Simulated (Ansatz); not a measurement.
**C₂H₁₀GaN: up Jacob's ladder to CCSD(T)**

Aim: compute C₂H₁₀GaN with functionals from several rungs and with coupled cluster. The yardstick is the atomisation energy at the CCSD(T) limit.

Program: Ansatz 0.2.0, Gaussian basis. Level of theory: functionals in def2-TZVPP, the program's frozen cores in correlated methods. These are calculated values, not measurements.

Levels to be run: LDA (SPW92), PBE-D4, revPBE-D4, BLYP-D4, r2SCAN-D4, B97M-V, PBE0-D4, B3LYP-D4, r2SCANh-D4, r2SCAN0-D4, HSE06-D4, BHLYP-D4, CAM-B3LYP-D4, LC-ωPBE, ωB97X-V, ωB97M-V, B2PLYP, PBE-QIDH; CCSD(T)/def2-SVP; CCSD(T)/def2-TZVPP; MP2/def2-QZVPP; extrapolation to the limit; RPA on PBE.

## Step 1: The geometry

An earlier PBE0-D4 in a triple-zeta def2 set relaxation fixed the geometry.

SMILES `[CH3][GaH-]([CH3])[NH3+]`, 14 atoms, charge 0, spin multiplicity 1.

Atoms are counted from 1 here; the program's logs count them from 0.

Bond lengths: C1–Ga2 1.992 Å, C1–H5 1.094 Å, C1–H6 1.094 Å, C1–H7 1.094 Å, Ga2–C3 1.992 Å, Ga2–N4 2.174 Å, Ga2–H8 1.592 Å, C3–H9 1.094 Å, C3–H10 1.094 Å, C3–H11 1.094 Å, N4–H12 1.013 Å, N4–H13 1.013 Å, N4–H14 1.014 Å. Angles: Ga2–C1–H5 112.4°, Ga2–C1–H6 110.2°, Ga2–C1–H7 111.9°, H5–C1–H6 106.9°, H5–C1–H7 108.2°, H6–C1–H7 106.9°, C1–Ga2–C3 118.0°, C1–Ga2–N4 99.1°, C1–Ga2–H8 117.9°, C3–Ga2–N4 99.1°, C3–Ga2–H8 117.9°, N4–Ga2–H8 96.9°, Ga2–C3–H9 110.2°, Ga2–C3–H10 112.4°, Ga2–C3–H11 111.9°, H9–C3–H10 106.9°, H9–C3–H11 106.9°, H10–C3–H11 108.2° and more.

## Step 2: LDA

This LDA is Slater exchange with PW92 correlation.

Contents of in.yaml:

```yaml
crystal:
  periodic: [false, false, false]
  atoms:
    - {symbol: C, position_ang: [-0.928325, 1.087934, -1.296216]}
    - {symbol: Ga, position_ang: [-0.521436, 0.197389, 0.438725]}
    - {symbol: C, position_ang: [1.163436, 0.699611, 1.375518]}
    - {symbol: N, position_ang: [0.070556, -1.755985, -0.309096]}
    - {symbol: H, position_ang: [-1.718520, 0.575334, -1.852110]}
    - {symbol: H, position_ang: [-1.273337, 2.111435, -1.123499]}
    - {symbol: H, position_ang: [-0.045139, 1.153335, -1.939099]}
    - {symbol: H, position_ang: [-1.745975, -0.300857, 1.325037]}
    - {symbol: H, position_ang: [1.054155, 1.679146, 1.849849]}
    - {symbol: H, position_ang: [1.427442, -0.008871, 2.165809]}
    - {symbol: H, position_ang: [2.009164, 0.772259, 0.684846]}
    - {symbol: H, position_ang: [0.324979, -2.366401, 0.458790]}
    - {symbol: H, position_ang: [-0.694533, -2.187532, -0.814443]}
    - {symbol: H, position_ang: [0.864633, -1.685997, -0.935112]}
basis:
  gaussian: {orbitals: def2-TZVPP}
hamiltonian: {xc: lda}
output: {orbitals: {seedname: orbitals}}
```

On the command line:

```sh
ansatz run in.yaml --threads 4 --pin off --events-out ev --progress --plain --max-ram 10444MiB
```

After this run come: PBE-D4 (GGA); revPBE-D4 (GGA); BLYP-D4 (GGA); r2SCAN-D4 (meta-GGA); B97M-V (meta-GGA); PBE0-D4 (hybrid); B3LYP-D4 (hybrid); r2SCANh-D4 (hybrid); r2SCAN0-D4 (hybrid); HSE06-D4 (hybrid); BHLYP-D4 (hybrid); CAM-B3LYP-D4 (range-separated); LC-ωPBE (range-separated); ωB97X-V (range-separated); ωB97M-V (range-separated); B2PLYP (double hybrid); PBE-QIDH (double hybrid); CCSD(T) in def2-SVP; CCSD(T) in def2-TZVPP; MP2 in def2-QZVPP; RPA on PBE orbitals.

**Question.** What will the summary of the whole plan be? Wanted: atomisation energy, CCSD(T)/CBS; farthest beyond LDA; mean size of error, GGA; mean size of error, meta-GGA; mean size of error, hybrid; mean size of error, range-separated; mean size of error, double hybrid; gap, smallest and largest; T1 diagnostic.

The runs gave:

```
                               quantity                                                                                                        value
        atomisation energy, CCSD(T)/CBS                                                                                                4709.3 kJ/mol
 functionals within 47.1 kJ/mol (1.0 %)  PBE-D4, r2SCAN-D4, B97M-V, PBE0-D4, B3LYP-D4, r2SCANh-D4, HSE06-D4, CAM-B3LYP-D4, LC-ωPBE, ωB97X-V, ωB97M-V
                    farthest beyond LDA                                                                                     BHLYP-D4 (-109.4 kJ/mol)
                mean size of error, GGA                                                                                                  48.1 kJ/mol
           mean size of error, meta-GGA                                                                                                  15.5 kJ/mol
             mean size of error, hybrid                                                                                                  46.5 kJ/mol
    mean size of error, range-separated                                                                                                  15.0 kJ/mol
      mean size of error, double hybrid                                                                                                  55.6 kJ/mol
              gap, smallest and largest                                                                        4.61 eV (BLYP-D4), 11.66 eV (LC-ωPBE)
                          T1 diagnostic                                                                                                       0.0106
triples share of the correlation energy                                                                                                        3.6 %
```

**Reading.** LDA overbinds by 565.8 kJ/mol (12 %). PBE-D4 is off by +14.2 kJ/mol. Double hybrids carry the basis error of their MP2 part in triple zeta, and no dispersion term here, so their miss is partly the set-up's. The rungs range-separated, meta-GGA, hybrid miss on average by less than the doubt on the reference (47.1 kJ/mol), so they tie. Misses under about 47.1 kJ/mol are within the doubt on the reference itself, which lacks core-valence correlation, relativity and higher excitations, and its outer-core shells are covered unevenly. Hartree-Fock recovers 74 % of the binding; the rest is correlation. CCSD(T) in def2-SVP is off by -241.9 kJ/mol, which most functionals beat. The gap grows from 4.6 to 11.7 eV across the functionals, mostly with the share of exact exchange. Correlated methods include outer-core shells of Ga, which these sets cover unevenly.
